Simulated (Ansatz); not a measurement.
# Cl₂F₂H₂Si₂: a ladder of functionals and wavefunction methods

An exercise on one series of results from a longer session: the logs are not shown, and one member is left open.

The runs use Ansatz 0.2.0, Gaussian basis; functionals in def2-TZVPP, the program's frozen cores in correlated methods.

Levels to be run: LDA (SPW92), PBE-D4, revPBE-D4, BLYP-D4, r2SCAN-D4, B97M-V, PBE0-D4, B3LYP-D4, r2SCANh-D4, r2SCAN0-D4, HSE06-D4, BHLYP-D4, CAM-B3LYP-D4, LC-ωPBE, ωB97X-V, ωB97M-V, B2PLYP, PBE-QIDH; CCSD(T)/def2-SVP; CCSD(T)/def2-TZVPP; MP2/def2-QZVPP; extrapolation to the limit; RPA on PBE.

## The geometry

An earlier PBE0-D4 in a triple-zeta def2 set relaxation fixed the geometry.

SMILES `F[Si@@H](Cl)[Si@@H](F)Cl`, 8 atoms, charge 0, spin multiplicity 1.

Atoms are counted from 1 here; the program's logs count them from 0.

Bond lengths: F1–Si2 1.594 Å, Si2–Cl3 2.042 Å, Si2–Si4 2.347 Å, Si2–H7 1.479 Å, Si4–F5 1.594 Å, Si4–Cl6 2.042 Å, Si4–H8 1.479 Å. Angles: F1–Si2–Cl3 108.6°, F1–Si2–Si4 110.4°, F1–Si2–H7 108.2°, Cl3–Si2–Si4 106.3°, Cl3–Si2–H7 108.7°, Si4–Si2–H7 114.6°, Si2–Si4–F5 110.4°, Si2–Si4–Cl6 106.3°, Si2–Si4–H8 114.6°, F5–Si4–Cl6 108.6°, F5–Si4–H8 108.2°, Cl6–Si4–H8 108.7°.

Geometry (Å):

```
F    -0.16951    0.13657   -2.33854
Si    0.51141    0.50038   -0.94428
Cl    0.21463    2.48707   -0.57501
Si   -0.53821   -0.66027    0.80423
F    -0.51594   -2.22838    0.52049
Cl    0.56367   -0.28786    2.48315
H     1.96460    0.25284   -1.06269
H    -1.93856   -0.25746    1.05685
```

Set-up of the first run:

in.yaml reads:

```yaml
crystal:
  periodic: [false, false, false]
  atoms:
    - {symbol: F, position_ang: [-0.169506, 0.136572, -2.338539]}
    - {symbol: Si, position_ang: [0.511415, 0.500375, -0.944283]}
    - {symbol: Cl, position_ang: [0.214632, 2.487074, -0.575014]}
    - {symbol: Si, position_ang: [-0.538212, -0.660270, 0.804231]}
    - {symbol: F, position_ang: [-0.515945, -2.228377, 0.520490]}
    - {symbol: Cl, position_ang: [0.563670, -0.287856, 2.483149]}
    - {symbol: H, position_ang: [1.964600, 0.252838, -1.062689]}
    - {symbol: H, position_ang: [-1.938555, -0.257456, 1.056854]}
basis:
  gaussian: {orbitals: def2-TZVPP}
hamiltonian: {xc: lda}
output: {orbitals: {seedname: orbitals}}
```

On the command line:

```sh
ansatz run in.yaml --threads 4 --pin off --events-out ev --progress --plain --max-ram 10444MiB
```

Among the steps run: LDA; PBE-D4 (GGA); revPBE-D4 (GGA); BLYP-D4 (GGA); r2SCAN-D4 (meta-GGA); B97M-V (meta-GGA); PBE0-D4 (hybrid); B3LYP-D4 (hybrid); r2SCANh-D4 (hybrid); r2SCAN0-D4 (hybrid); HSE06-D4 (hybrid); BHLYP-D4 (hybrid); CAM-B3LYP-D4 (range-separated); LC-ωPBE (range-separated); ωB97X-V (range-separated); ωB97M-V (range-separated); B2PLYP (double hybrid); PBE-QIDH (double hybrid).

One table of the session follows, with a row left open; its other results are not shown here.

| functional | HOMO (eV) | gap (eV) |
| --- | --- | --- |
| LDA (SPW92) | -7.35 | 5.08 |
| PBE-D4 | -7.24 | 5.27 |
| revPBE-D4 | -7.20 | 5.34 |
| BLYP-D4 | -7.14 | 5.36 |
| r2SCAN-D4 | ? | ? |
| B97M-V | -7.64 | 5.83 |
| PBE0-D4 | -8.53 | 7.39 |
| B3LYP-D4 | -8.33 | 7.05 |
| r2SCANh-D4 | -8.03 | 6.62 |
| r2SCAN0-D4 | -8.73 | 7.76 |
| HSE06-D4 | -8.13 | 6.62 |
| BHLYP-D4 | -9.74 | 9.58 |
| CAM-B3LYP-D4 | -9.86 | 9.82 |
| LC-ωPBE | -11.14 | 12.23 |
| ωB97X-V | -10.82 | 11.81 |
| ωB97M-V | -10.57 | 11.30 |

Estimate the missing values for r2SCAN-D4.

Worked estimate for «HOMO (eV)». Against the share of exact exchange, r2SCANh-D4 (0.1, -8.03), r2SCAN0-D4 (0.25, -8.73) give a slope of -4.67 per unit share; at 0 the line stands at -7.56.

As computed: HOMO (eV): -7.56; gap (eV): 5.85. In «HOMO (eV)» the line misses by 0.00.
